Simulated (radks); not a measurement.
**Zr²¹⁺ in [Ar] 3d1: an all-electron calculation**

One table from this session's results is given with a row withheld; the runs are named, their logs left out.

The numbers are computed with radks (a radial shooting solver on a logarithmic mesh, Libxc functionals) version 1 (Dirac Kohn-Sham, OLYP, spin-unpolarised, spherical densities, point nucleus; open shells fill j = l - 1/2 first), except any that are marked as measured or tabulated.

**Starting point**

- element: zirconium (Z = 40)
- charge: +21
- electrons: 19
- configuration: [Ar] 3d1

Set-up of the first run:

The run's settings:

```text
Z 40
configuration [Ar] 3d1 4s0 4p0
relativity Dirac
functional optx,lyp
spin unpolarised
j_filling energy
nucleus point
c 137.035999084
```

One table of the session follows, with a row left open; its other results are not shown here.

It belongs to the step «Radial structure». Radial moments (bohr):

```
level      <r>  outermost maximum (interpolated)  90 % within  nodes
1s1/2  0.03708                            0.0241       0.0664      0
2s1/2   0.1611                             0.137        0.249      1
2p1/2   0.1376                             0.107        0.225      0
2p3/2   0.1419                             0.110        0.230      0
3s1/2   0.4148                             0.386        0.604      2
3p1/2   0.4022                             0.369        0.598      1
3p3/2   0.4094                             0.377        0.608      1
3d3/2   0.3677                             0.306        0.567      0
3d5/2        ?                                 ?            ?      ?
4s1/2   0.8368                             0.826         1.18      3
4p1/2   0.8410                             0.830         1.19      2
4p3/2   0.8513                             0.842         1.21      2
```

**Question.** Estimate the row for 3d5/2.

**Answer.** <r>: 0.3699; outermost maximum (interpolated): 0.308; 90 % within: 0.570; nodes: 0. In the column «<r>» it lies between 3d3/2 (0.3677) and 3p1/2 (0.4022).

Caveats from the session: Spin polarisation and multiplet splitting are left out.
